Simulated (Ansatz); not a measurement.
# CH9ClSi3: the cost of one run

Program: Ansatz 0.2.0. Level of theory: RKS PBE0-D4/STO-3G. These are calculated values, not measurements.

## (1) The structure to begin with

Bond lengths: Si1–C2 1.771 Å, C2–Si3 1.794 Å, C2–Si4 1.821 Å, C2–Cl5 1.784 Å, Si1–H6 1.537 Å, Si1–H7 1.511 Å, Si1–H8 1.432 Å, Si3–H9 1.530 Å, Si3–H10 1.514 Å, Si3–H11 1.501 Å, Si4–H12 1.516 Å, Si4–H13 1.371 Å, Si4–H14 1.525 Å. Angles (14 of 24 angles, heavy atoms first): Si1–C2–Si3 107.1°, Si1–C2–Si4 110.4°, Si1–C2–Cl5 112.1°, Si3–C2–Si4 107.6°, Si3–C2–Cl5 110.9°, Si4–C2–Cl5 108.6°, C2–Si1–H6 112.6°, C2–Si1–H7 111.7°, C2–Si1–H8 115.4°, C2–Si3–H9 114.3°, C2–Si3–H10 113.1°, C2–Si3–H11 114.3°, C2–Si4–H12 110.2°, C2–Si4–H13 115.6°.

Structure file:

```xyz
14

Si   -1.5498    0.5488    0.1873
C     0.1532    0.4245   -0.2809
Si    1.1022    0.2398    1.2304
Si    0.4280   -1.0678   -1.2883
Cl    0.7005    1.8474   -1.2080
H    -1.8440    1.8087    1.0177
H    -2.4463    0.7344   -1.0144
H    -2.0640   -0.5601    0.9342
H     1.0160    1.4384    2.1778
H     2.5869    0.0756    0.9828
H     0.7107   -0.9441    2.0659
H    -0.0669   -2.2965   -0.5505
H     1.7196   -1.2749   -1.6987
H    -0.4591   -1.0033   -2.5266
```

## (2) Preparing the start

Contents of input.yaml:

```yaml
crystal:
  periodic: [false, false, false]
  atoms:
    - { symbol: Si, position_ang: [-1.5498, 0.5488, 0.1873] }
    - { symbol: C, position_ang: [0.1532, 0.4245, -0.2809] }
    - { symbol: Si, position_ang: [1.1022, 0.2398, 1.2304] }
    - { symbol: Si, position_ang: [0.428, -1.0678, -1.2883] }
    - { symbol: Cl, position_ang: [0.7005, 1.8474, -1.208] }
    - { symbol: H, position_ang: [-1.844, 1.8087, 1.0177] }
    - { symbol: H, position_ang: [-2.4463, 0.7344, -1.0144] }
    - { symbol: H, position_ang: [-2.064, -0.5601, 0.9342] }
    - { symbol: H, position_ang: [1.016, 1.4384, 2.1778] }
    - { symbol: H, position_ang: [2.5869, 0.0756, 0.9828] }
    - { symbol: H, position_ang: [0.7107, -0.9441, 2.0659] }
    - { symbol: H, position_ang: [-0.0669, -2.2965, -0.5505] }
    - { symbol: H, position_ang: [1.7196, -1.2749, -1.6987] }
    - { symbol: H, position_ang: [-0.4591, -1.0033, -2.5266] }
basis:
  gaussian: { orbitals: STO-3G }
hamiltonian:
  xc: pbe0
  dispersion: d4
relax:
  f_tol: 0.02
  max_steps: 40
scf:
  lower_state_search: "off"
```

Launch:

```
> ansatz run input.yaml --threads 1 --pin off --max-ram 2048MiB --backend cpu --events-out ev --progress --plain --runs-dir out
```

Q: Estimate wall time and peak memory on 1 thread of Arm Neoverse V1, shared host.

About 15 s, with a peak of 0.12 GiB.
